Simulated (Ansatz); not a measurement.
# CH5AlCl2O: one species, many methods

The task here is to estimate one member of a computed series from the others.

Method: functionals in def2-TZVPP, the program's frozen cores in correlated methods; program: Ansatz 0.2.0, Gaussian basis.

Levels to be run: LDA (SPW92), PBE-D4, revPBE-D4, BLYP-D4, r2SCAN-D4, B97M-V, PBE0-D4, B3LYP-D4, r2SCANh-D4, r2SCAN0-D4, HSE06-D4, BHLYP-D4, CAM-B3LYP-D4, LC-ωPBE, ωB97X-V, ωB97M-V, B2PLYP, PBE-QIDH; CCSD(T)/def2-SVP; CCSD(T)/def2-TZVPP; MP2/def2-QZVPP; extrapolation to the limit; RPA on PBE.

## The geometry

An earlier PBE0-D4 in a triple-zeta def2 set relaxation fixed the geometry.

SMILES `[CH3][Al-]([OH2+])([Cl])[Cl]`, 10 atoms, charge 0, spin multiplicity 1.

Atoms are counted from 1 here; the program's logs count them from 0.

Bond lengths: C1–Al2 1.934 Å, C1–H6 1.093 Å, C1–H7 1.093 Å, C1–H8 1.094 Å, Al2–O3 1.979 Å, Al2–Cl4 2.138 Å, Al2–Cl5 2.138 Å, O3–H9 0.968 Å, O3–H10 0.968 Å. Angles: Al2–C1–H6 111.6°, Al2–C1–H7 111.6°, Al2–C1–H8 110.7°, H6–C1–H7 108.2°, H6–C1–H8 107.3°, H7–C1–H8 107.3°, C1–Al2–O3 108.6°, C1–Al2–Cl4 118.7°, C1–Al2–Cl5 118.7°, O3–Al2–Cl4 94.7°, O3–Al2–Cl5 94.7°, Cl4–Al2–Cl5 114.5°, Al2–O3–H9 108.2°, Al2–O3–H10 108.2°, H9–O3–H10 107.7°.

Set-up of the first run:

Contents of in.yaml:

```yaml
crystal:
  periodic: [false, false, false]
  atoms:
    - {symbol: C, position_ang: [-1.505939, -0.508443, 0.282222]}
    - {symbol: Al, position_ang: [0.057627, 0.267496, -0.550212]}
    - {symbol: O, position_ang: [1.595834, 0.062092, 0.677577]}
    - {symbol: Cl, position_ang: [0.985200, -0.777762, -2.167859]}
    - {symbol: Cl, position_ang: [0.209709, 2.396645, -0.665552]}
    - {symbol: H, position_ang: [-1.747863, -0.010724, 1.225253]}
    - {symbol: H, position_ang: [-1.366349, -1.573827, 0.484782]}
    - {symbol: H, position_ang: [-2.378740, -0.412599, -0.369777]}
    - {symbol: H, position_ang: [2.285268, -0.436727, 0.216692]}
    - {symbol: H, position_ang: [1.948353, 0.942650, 0.869674]}
basis:
  gaussian: {orbitals: def2-TZVPP}
hamiltonian: {xc: lda}
output: {orbitals: {seedname: orbitals}}
```

The run is started by

```sh
$ ansatz run in.yaml --threads 4 --pin off --events-out ev --progress --plain --max-ram 10444MiB
```

Among the steps run: LDA; PBE-D4 (GGA); revPBE-D4 (GGA); BLYP-D4 (GGA); r2SCAN-D4 (meta-GGA); B97M-V (meta-GGA); PBE0-D4 (hybrid); B3LYP-D4 (hybrid); r2SCANh-D4 (hybrid); r2SCAN0-D4 (hybrid); HSE06-D4 (hybrid); BHLYP-D4 (hybrid); CAM-B3LYP-D4 (range-separated); LC-ωPBE (range-separated); ωB97X-V (range-separated); ωB97M-V (range-separated); B2PLYP (double hybrid); PBE-QIDH (double hybrid).

One table of the session follows, with a row left open; its other results are not shown here.

It belongs to the step «Frontier levels by functional». 

| functional | HOMO (eV) | gap (eV) |
| --- | --- | --- |
| LDA (SPW92) | -7.02 | 5.50 |
| PBE-D4 | -6.87 | 5.52 |
| revPBE-D4 | -6.81 | 5.55 |
| BLYP-D4 | -6.73 | 5.33 |
| r2SCAN-D4 | -7.16 | 6.43 |
| B97M-V | -7.24 | 6.12 |
| PBE0-D4 | -8.19 | 7.71 |
| B3LYP-D4 | -7.95 | 7.08 |
| r2SCANh-D4 | -7.65 | 7.18 |
| r2SCAN0-D4 | -8.38 | 8.30 |
| HSE06-D4 | -7.78 | 6.94 |
| BHLYP-D4 | -9.39 | 9.57 |
| CAM-B3LYP-D4 | -9.56 | 9.86 |
| LC-ωPBE | ? | ? |
| ωB97X-V | -10.57 | 12.03 |
| ωB97M-V | -10.40 | 11.45 |

Estimate the missing values for LC-ωPBE.

As computed: HOMO (eV): -10.95; gap (eV): 12.64. In the column «HOMO (eV)» it is the lowest.
